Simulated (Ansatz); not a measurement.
Nudged elastic band run: Mg$_{8}$HO$_{8}$, charge +1

input.yaml

```yaml
crystal:
  lattice:
    - [0.0, 4.2202, 4.2202]
    - [4.2202, 0.0, 4.2202]
    - [4.2202, 4.2202, 0.0]
  atoms:
    - { symbol: Mg, position: [-0.01891922, 0.01676187, -0.01964976] }
    - { symbol: O, position: [0.2480317, 0.25357047, 0.2473047] }
    - { symbol: Mg, position: [-0.01892972, 0.01677206, 0.52189683] }
    - { symbol: O, position: [0.24803552, 0.25357187, 0.7511613] }
    - { symbol: Mg, position: [-0.00057056, 0.50323525, -0.00129517] }
    - { symbol: O, position: [0.24788907, 0.7578996, 0.24714559] }
    - { symbol: Mg, position: [-0.00986857, 0.50906956, 0.500441] }
    - { symbol: O, position: [0.24494703, 0.75963659, 0.74774561] }
    - { symbol: Mg, position: [0.52264779, 0.01679112, -0.01967998] }
    - { symbol: O, position: [0.75187786, 0.25357014, 0.24731452] }
    - { symbol: Mg, position: [0.49756338, 0.00887143, 0.49682283] }
    - { symbol: O, position: [0.74444329, 0.26825848, 0.7436941] }
    - { symbol: Mg, position: [0.50117601, 0.50907423, -0.01060329] }
    - { symbol: O, position: [0.74847887, 0.75963573, 0.24421436] }
    - { symbol: Mg, position: [0.50117534, 0.50907488, 0.5004353] }
    - { symbol: O, position: [0.74848018, 0.7596368, 0.74774747] }
    - { symbol: H, position: [0.18069213, -0.04035346, 0.17989491] }
total_charge: 1
basis:
  ecutwfc: 420.0
kpoints:
  mp_grid: { grid: [3, 3, 3] }
hamiltonian:
  xc: pbe
  pseudopotentials: { kind: paw, azcp: { folder: soft_1 } }
scf:
  occupations: { method: gaussian, width: 0.02 }
  lower_state_search: "off"
neb:
  images: 5
  f_tol: 0.05
  initial_path: idpp
  max_iterations: 65
  optimiser: fire
  final_atoms:
    - { symbol: Mg, position: [-0.00908515, 0.01062749, -0.00097516] }
    - { symbol: O, position: [0.2464403, 0.24879491, 0.25218308] }
    - { symbol: Mg, position: [-0.00322769, 0.00126883, 0.50077905] }
    - { symbol: O, position: [0.23173835, 0.25629575, 0.7557703] }
    - { symbol: Mg, position: [-0.00908674, 0.499528, -0.00097239] }
    - { symbol: O, position: [0.24643826, 0.75267094, 0.25218352] }
    - { symbol: Mg, position: [-0.00909007, 0.49953455, 0.51011342] }
    - { symbol: O, position: [0.2464323, 0.75267264, 0.74831119] }
    - { symbol: Mg, position: [0.48319266, 0.0196574, -0.0224166] }
    - { symbol: O, position: [0.74037899, 0.25223105, 0.25525379] }
    - { symbol: Mg, position: [0.48319966, 0.01964334, 0.51914541] }
    - { symbol: O, position: [0.74036826, 0.25223785, 0.75172821] }
    - { symbol: Mg, position: [0.49113162, 0.50315739, 0.00264834] }
    - { symbol: O, position: [0.74211083, 0.75283312, 0.25231893] }
    - { symbol: Mg, position: [0.48320339, 0.47811214, 0.51913866] }
    - { symbol: O, position: [0.74036367, 0.75575959, 0.75173099] }
    - { symbol: H, position: [0.5403671, -0.1799012, 0.31954507] }
  order_check: true
```

Command:

```bash
$ ansatz run input.yaml --threads 2 --pin off --max-ram 5120MiB --backend cpu --events-out ev --progress --plain --runs-dir out
```

Output, in part (warnings, iteration lines):

```
NEB end point (image 0): max|allowed force component| = 1.546e-3 eV/Å (the criterion of neb.relax_end_points is 1.000e-2)
NEB end point (image 6): max|allowed force component| = 2.666e-3 eV/Å (the criterion of neb.relax_end_points is 1.000e-2)
NEB iter   1: max|band force component| = 3.840e0 eV/Å  barrier→ = 1.7935 eV  barrier← = 1.7935 eV  Δτ_max = 0.0766 Å  (56 SCF iters)
NEB iter   2: max|band force component| = 3.172e0 eV/Å  barrier→ = 1.5484 eV  barrier← = 1.5484 eV  Δτ_max = 0.1396 Å  (30 SCF iters)
NEB iter   3: max|band force component| = 5.381e0 eV/Å  barrier→ = 1.2388 eV  barrier← = 1.2388 eV  Δτ_max = 0.0276 Å  (33 SCF iters)
NEB iter   4: max|band force component| = 2.244e0 eV/Å  barrier→ = 1.2164 eV  barrier← = 1.2164 eV  Δτ_max = 0.0385 Å  (30 SCF iters)
NEB iter   5: max|band force component| = 1.808e0 eV/Å  barrier→ = 1.1713 eV  barrier← = 1.1713 eV  Δτ_max = 0.0089 Å  (30 SCF iters)
NEB iter   6: max|band force component| = 1.670e0 eV/Å  barrier→ = 1.1509 eV  barrier← = 1.1509 eV  Δτ_max = 0.0172 Å  (30 SCF iters)
NEB iter   7: max|band force component| = 1.376e0 eV/Å  barrier→ = 1.1108 eV  barrier← = 1.1108 eV  Δτ_max = 0.0237 Å  (30 SCF iters)
NEB iter   8: max|band force component| = 1.180e0 eV/Å  barrier→ = 1.0527 eV  barrier← = 1.0527 eV  Δτ_max = 0.0273 Å  (30 SCF iters)
[... lines left out ...]
```

It converged. The profile has 2 maxima (images 1, 4) with wells between them (image 2): this band takes more than one step, which may be the mechanism or a detour left from its start path. By the program's own check the climbing image is a first-order saddle point (lowest curvatures found: -7.53 and 1.72 eV/Å²). Limits of this set-up: a small cell, in which the defect meets its images, charged cell in a uniform background, uncorrected.

Final band (atoms are numbered from 1 in the order of the input):

```tsv
image	path coordinate (Å)	energy (eV)	Mg1–H17 (Å)	Mg3–H17 (Å)	O6–H17 (Å)
0	0.00	0.00	1.89	1.89	0.98
1	0.54	0.08	2.28	1.79	0.98
2	1.08	0.01	2.73	1.85	0.98
3	1.62	0.10	2.98	2.19	1.00
4	2.17	0.36	3.35	2.55	1.25
5	2.67	0.11	2.99	2.69	1.80
6	3.18	0.00	2.81	2.65	2.23
```

Run time: 49 min on 2 threads of Arm Neoverse V1 (shared host), peak memory 1 GiB.
